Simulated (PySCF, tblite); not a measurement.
# C₂H₈O₂Si₃: geometry, infrared bands and NMR shifts

Aim: predict the infrared bands and NMR shifts of C₂H₈O₂Si₃ (`C#C[SiH2][Si](O)(O)[SiH3]`).

Programs: tblite 0.8.0 and PySCF 2.14.0, with density-fitted response routines of our own. Each step states its level of theory. These are calculated values for one molecule in the gas phase, unless marked as measured. Atoms count from 0, in the outputs and in this text.

### 1 The starting structure

15 atoms, charge 0, multiplicity 1; geometry from: force field or distance geometry start.

Bonds of the start (Å): C0–C1 1.20, C1–Si2 1.84, Si2–Si3 2.23, Si3–O4 1.72, Si3–O5 1.70, Si3–Si6 2.23, C0–H7 1.07, Si2–H8 1.46, Si2–H9 1.45, O4–H10 1.00, O5–H11 1.00, Si6–H12 1.49, Si6–H13 1.49, Si6–H14 1.47.

### 2 Relaxing the molecule with GFN2-xTB

The job: settings as JSON, then the geometry in Å.

```
{"job": {"kind": "relax", "xc": "GFN2-xTB", "basis": "xTB"}, "charge": 0, "multiplicity": 1}
C     -3.262100     0.758900     0.598800
C     -2.363400     0.419700    -0.120400
Si    -0.949900    -0.087500    -1.188200
Si     0.723200    -0.530000     0.212900
O      1.487800    -1.950800    -0.368900
O      0.178600    -0.791000     1.804900
Si     2.154300     1.173400     0.046100
H     -4.057400     1.070800     1.236900
H     -0.599200     1.071700    -1.996000
H     -1.365500    -1.262500    -1.931500
H      0.880900    -2.708500    -0.138000
H     -0.145300    -1.736800     1.876400
H      3.038100     1.268600     1.247100
H      2.941600     0.922600    -1.195600
H      1.333800     2.389300    -0.106500
```

The run is started by

```bash
> OMP_NUM_THREADS=1 python probes_run.py task.json out
```

One launch serves the whole session: the jobs run in the order shown.

**Question.** This job is followed by: GFN2-xTB harmonic vibrations, gas phase; GIAO PBE0/pcSseg-1 NMR shielding, non-relativistic, gas phase. Predict these results of the whole session: strongest single infrared mode (GFN2-xTB); zero-point energy (GFN2-xTB); ¹³C shifts against TMS (PBE0/pcSseg-1); ¹H shifts against TMS (PBE0/pcSseg-1, means over atoms taken as alike); ²⁹Si shifts against TMS (PBE0/pcSseg-1); ¹⁷O shifts against H2O (PBE0/pcSseg-1, means over atoms taken as alike).

**Answer**, as computed:

| quantity | value |
| --- | --- |
| strongest single infrared mode (GFN2-xTB) | 785 cm⁻¹, 554 km/mol |
| zero-point energy (GFN2-xTB) | 53.8 kcal/mol |
| ¹³C shifts against TMS (PBE0/pcSseg-1) | 105.2, 84.8 ppm |
| ¹H shifts against TMS (PBE0/pcSseg-1, means over atoms taken as alike) | 4.23, 3.33, 1.83, 1.44 ppm |
| ²⁹Si shifts against TMS (PBE0/pcSseg-1) | 20.0, -108.2, -125.3 ppm |
| ¹⁷O shifts against H2O (PBE0/pcSseg-1, means over atoms taken as alike) | 49.9 ppm |

In words: The optimisation took 258 steps and gained 0.792 eV; among the close pairs (by a distance rule), Si2–Si3 changed most, from 2.227 to 2.321 Å. No mode is imaginary among the 39: a minimum at this level. The strongest single mode, at 785 cm⁻¹, is carried by H9, H8, H13, H12. Unscaled tight-binding wavenumbers are off by several per cent, some by more. Its intensities can rank the bands wrongly. At PBE0/pcSseg-1: Shielding is most anisotropic at C1 (span 281 ppm, paramagnetic term -160 ppm).
